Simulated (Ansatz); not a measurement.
**SiC: a slab and its surfaces, (110), 3 layers**

What do the surfaces of SiC (110), 3 layers cost, and how tightly do they hold an electron? Methods of the runs shown: PAW. Its runs: bulk cell relaxed (PAW); bulk in the slab's orientation (PAW); the reference run (PAW); atoms relaxed (PAW); no images along the normal (PAW); core holes in 2p of Si (PAW).

Method: DFT, LDA, PAW with Ansatz's default frozen-core files, scalar-relativistic, in Ansatz 0.2.0.

### 1 The structure to begin with

It takes space group F-43m (No. 216, cubic). Conventional cell: a = 4.323 Å, b = 4.323 Å, c = 4.323 Å, α = 90.00°, β = 90.00°, γ = 90.00°. Si (site symmetry -43m) has 4 C at 1.87 Å as nearest neighbours. Around C (site symmetry -43m) lie 4 Si at 1.87 Å.

Structure file:

```cif
data_structure
_symmetry_space_group_name_H-M 'F-43m'
_symmetry_Int_Tables_number 216
_cell_length_a 4.3232
_cell_length_b 4.3232
_cell_length_c 4.3232
_cell_angle_alpha 90.000
_cell_angle_beta 90.000
_cell_angle_gamma 90.000
_cell_volume 80.80
loop_
_atom_site_label
_atom_site_type_symbol
_atom_site_symmetry_multiplicity
_atom_site_Wyckoff_symbol
_atom_site_fract_x
_atom_site_fract_y
_atom_site_fract_z
_atom_site_occupancy
Si1 Si 4 a 0.00000 0.00000 0.00000 1
C1 C 4 d 0.25000 0.25000 0.75000 1
```

The file gives the conventional cell by its symmetry; the runs use the cell typed in the input.

Atoms are numbered in the order of the input: Si1, C2.

### 2 Bulk cell relaxed, PAW

File input.yaml:

```yaml
crystal:
  lattice:
    - [0.0, 2.1616189057, 2.1616189057]
    - [2.1616189057, 0.0, 2.1616189057]
    - [2.1616189057, 2.1616189057, 0.0]
  atoms:
    - { symbol: Si, position: [0.0, 0.0, 0.0] }
    - { symbol: C, position: [0.25, 0.25, 0.25] }
kpoints:
  mp_grid: { grid: [13, 13, 13] }
scf:
  occupations: { method: fermi_dirac, width: 0.02 }
hamiltonian:
  xc: lda
  pseudopotentials: { kind: paw }
output:
  forces: true
  stress: true
relax:
  f_tol: 0.005
  max_steps: 40
  cell: {}
```

Started as:

```console
> ansatz run input.yaml --threads 2 --pin off --max-ram 4096MiB --backend cpu --events-out ev --progress --plain --runs-dir out
```

After this run come: Bulk in the slab's orientation, PAW; Slab as cut, PAW; Atoms relaxed, PAW; No images along the normal, PAW; Core holes in 2p of Si, PAW.

Q: Predict the outcome of this session. Wanted: surface energy; work function; outer layer spacing.

As calculated:

| quantity | value |
| --- | --- |
| surface energy (PAW, relaxed) | 3.45 J/m² |
| work function (PAW, relaxed) | 5.46 eV |
| outer layer spacing (PAW) | 1.53 → 1.54 Å |

**Reading.** By PAW the surface costs 4.02 J/m² as cut and 3.45 J/m² relaxed. The outermost spacing changes by +0.5 % (PAW). Thickness wasn't converged, and no reconstruction was sought.
